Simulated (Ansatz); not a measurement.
This script drives Ansatz 0.2.0, Python API.

Script `nb3cr.py`:
```python
"""PAW against all-electron LAPW for Nb3Cr."""

import ansatz as az
import numpy as np
from tabulate import tabulate


def count_gap(report):
    # lowest empty less highest filled band, counting bands; zero where they overlap
    return max(report.get("gap_by_band_count_ev") or 0.0, 0.0)

system = (
    az.Lattice.fcc(6.43779)
    .space_group(225)
    .atom("Nb", (0.25, 0.25, 0.75))
    .atom("Nb", (0.5, 0.0, 0.0))
    .atom("Cr", (0.0, 0.0, 0.0))
    .primitive()
    .moments(Cr=3)
)

calc = (
    system.calculation()
    .functional(az.Functional.PBESOL)
    .kpoints(spacing=0.26)
    .occupations("Fermi-Dirac", width=0.15)
    .spin(az.SpinTreatment.COLLINEAR)
    .stress()
    .forces()
    .band_table()
)
variants = {
    "PAW": calc.pseudopotentials("paw"),
    "LAPW": calc.pseudopotentials("all_electron", lapw=True),
}
# totals differ by the cores that each treatment holds, so compare what does not depend on them
rows = []
for label, variant in variants.items():
    data = variant.run().report
    levels = np.array(data["eigenvalues_ev"][0]) - data["fermi_energy_ev"]
    print(label, "levels at the first k-point near E_F:", np.round(levels[np.abs(levels) < 5], 3))
    rows.append((label, data["n_electrons"], np.trace(data["stress_gpa"]) / 3, count_gap(data), data["magnetization_mub"]))
print(tabulate(rows, headers=["treatment", "electrons in bands", "P GPa", "gap by band count eV", "moment muB"], floatfmt=".4f", tablefmt="simple"))
```

It is started by `python nb3cr.py`. Estimate its wall time and peak memory on 1 thread of Arm Neoverse V1, with other jobs on the host.

It took about 2.2 min, with a peak of 0.86 GiB, for 2 runs of the engine.

`python nb3cr.py` gives:
```text
DeckWarning: basis.ecutwfc = 420 eV, auto-derived from the records' recommended cutoffs: set by Nb (normal level)
RunWarning: the starting moments were not kept: the SCF closed with an absolute magnetisation of 2.1e-5 μB, where they sum to 3 μB in size (1 site). That is at most 0.1 of that sum. Measured as dr2_m [...]
PAW levels at the first k-point near E_F: [-3.681 -3.681 -1.59  -1.59  -1.59  -0.98  -0.98  -0.98   0.096  0.096
  0.096  1.612  1.612  3.859  3.859  4.393  4.393  4.644]
LAPW levels at the first k-point near E_F: [-3.681 -3.681 -1.59  -1.59  -1.59  -0.98  -0.98  -0.98   0.097  0.097
  0.097  1.614  1.614  3.862  3.862  4.395  4.395  4.646  4.646  4.646]
treatment      electrons in bands    P GPa    gap by band count eV    moment muB
-----------  --------------------  -------  ----------------------  ------------
PAW                       53.0000  -7.8134                  0.0000       -0.0000
LAPW                     101.0000  -7.8280                  0.0000        0.0000
```
(Warnings from the package without file and line, shortened, repeats left out.)

PAW gives -7.813 GPa and LAPW -7.828 GPa, 0.015 GPa apart. They took 11.0 and 120.9 s of processor time.

Reading the output:
- The SCF didn't keep the moments it started from (some shrank, vanished or turned); what is printed is the state reached.
- The computed bands are complete only to about 3.2 eV above the Fermi level.
- The mesh is modest for a metal, so energies can be off by several to tens of meV an atom and pressures by half a GPa or more; differences at equal mesh fare better.
- A Fermi-Dirac width this large means warm electrons, whose thermal share enters the free energy.
- A gap by band count of zero or less means overlapping bands, a metal.
- At these settings the cell as given stands under about -8 GPa, so it isn't at this functional's equilibrium volume.
- This cell is a computed structure, which may not be the phase found in nature.
- Levels are Kohn-Sham eigenvalues on this mesh, without spin-orbit coupling.
- Pressure is positive in compression; the treatments may keep other shells as core, so totals and counts of electrons can differ.
